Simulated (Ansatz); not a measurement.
The system is HPbNO4.

```
CELL_PARAMETERS angstrom
6.43453 0.00000 0.00872
0.00000 4.11089 0.00000
-3.14884 0.00000 7.72026
ATOMIC_POSITIONS crystal
H 0.29356 0.09662 0.51195
H 0.70644 0.59662 0.48805
Pb 0.98504 0.60505 0.29264
Pb 0.01496 0.10504 0.70736
N 0.59230 0.36587 0.79290
N 0.40770 0.86587 0.20710
O 0.12824 0.09198 0.45672
O 0.41419 0.46190 0.80564
O 0.78042 0.46544 0.89401
O 0.58396 0.16262 0.67325
O 0.87176 0.59198 0.54328
O 0.58581 0.96190 0.19436
O 0.21958 0.96544 0.10599
O 0.41604 0.66262 0.32675
```

The cell was built by a generator and needn't be a form met in nature.

Base run:

```yaml
Program: Ansatz 0.2.0
Functional: revPBE
Potentials_or_basis: Ansatz PAW
Cutoff: 420 eV
Density_cutoff: 1680 eV
k_mesh: 5 × 7 × 4
Occupations: fermi-dirac, width 0.05 eV
Spin: no spin polarisation
```

Its results: band gap on the k mesh 3.35 eV, indirect (least direct gap 3.44 eV); pressure 2.0 GPa; largest force 0.228 eV/Å.

Question: The run is repeated on the same cell with these changes: functional from revPBE to PBE; potentials or basis from Ansatz PAW to Ansatz PAW earlier set; cutoff from 420 eV to 1000 eV; density cutoff from 1680 eV to 4000 eV; valence electrons from 88 to 104. What comes out?

Answer: Band gap on the k mesh 3.30 eV, indirect (least direct gap 3.38 eV); pressure -0.1 GPa; largest force 0.047 eV/Å.

Caveats: spin-orbit coupling is left out, which as a rule narrows the gap of such compounds by several tenths of an eV; the potentials were made for another functional, which shifts forces and pressure (some runs); the PAW data sets come from PBE, with cores solved anew for the run's functional, which leaves a small shift of forces and pressure (some runs); odd divisions of the mesh miss points on the zone boundary, where band edges often lie, so the gap on the mesh can be too wide (some runs).

Not every run made on this cell is shown here.
